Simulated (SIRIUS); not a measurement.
Hf2Pd2Se2Br2O3:

```
Hf Pd Se Br O
1.0
     5.75899    0.00000    0.00000
    -2.87949    4.98743    0.00000
     0.00000    0.00000    8.52547
Hf Pd Se Br O
2 2 2 2 3
Direct
  0.33333 0.66667 0.54201
  0.66667 0.33333 0.54201
  0.33333 0.66667 0.12880
  0.66667 0.33333 0.12880
  0.33333 0.66667 0.85572
  0.66667 0.33333 0.85572
  0.00000 0.00000 0.13895
  0.00000 0.00000 0.65384
  0.50000 0.00000 0.42963
  0.00000 0.50000 0.42963
  0.50000 0.50000 0.42963
```

The cell was built by a generator and needn't be a form met in nature.

```yaml
Program: SIRIUS 7.12.0
Task: single point
Functional: PBE
Potentials_or_basis: PseudoDojo 0.4.1 PBE standard (scalar relativistic)
Cutoff: 1177 eV
Density_cutoff: 4707 eV
k_mesh: 6 × 6 × 3
Occupations: fermi-dirac, width 0.05 eV
Spin: no spin polarisation
```

On this cell: pressure -0.6 GPa; largest force 0.407 eV/Å; band gap on the k mesh none (metal or under the smearing width).

The same run follows on a disturbed copy (atoms moved at random, drawn with an rms of 0.05 Å):

```
Hf Pd Se Br O
1.0
     5.75899    0.00000    0.00000
    -2.87949    4.98743    0.00000
     0.00000    0.00000    8.52547
Hf Pd Se Br O
2 2 2 2 3
Direct
  0.33156 0.67010 0.53782
  0.65936 0.32840 0.53921
  0.32893 0.65760 0.12655
  0.66569 0.33073 0.12981
  0.33081 0.65699 0.85756
  0.67557 0.33455 0.85267
  0.99643 0.99841 0.14004
  0.00034 0.99089 0.65287
  0.49906 0.00582 0.43536
  0.00070 0.50450 0.42626
  0.50132 0.50649 0.42867
```

What changes?

The energy (extrapolated to zero smearing) moves by +9.3 meV/atom; pressure 0.5 GPa; largest force 2.379 eV/Å; band gap on the k mesh none (metal or under the smearing width).

Forces on the atoms (eV/Å):
```
Hf  -0.186 -0.796  0.606
Hf   0.347  2.314  0.428
Pd   0.012 -0.087  0.292
Pd   0.023  0.028 -0.297
Se  -0.032 -0.062 -0.462
Se   0.039  0.026  0.323
Br  -0.006  0.037 -0.018
Br   0.032  0.102  0.020
O    0.074 -0.968 -1.249
O   -0.411 -0.410  0.327
O    0.109 -0.184  0.032
```

Stress tensor (GPa, compression positive):
```
-1.11 -0.39  0.22
-0.39  2.43  0.93
 0.22  0.93  0.26
```

Caveats: this set's palladium file may shift the pressure by some GPa.
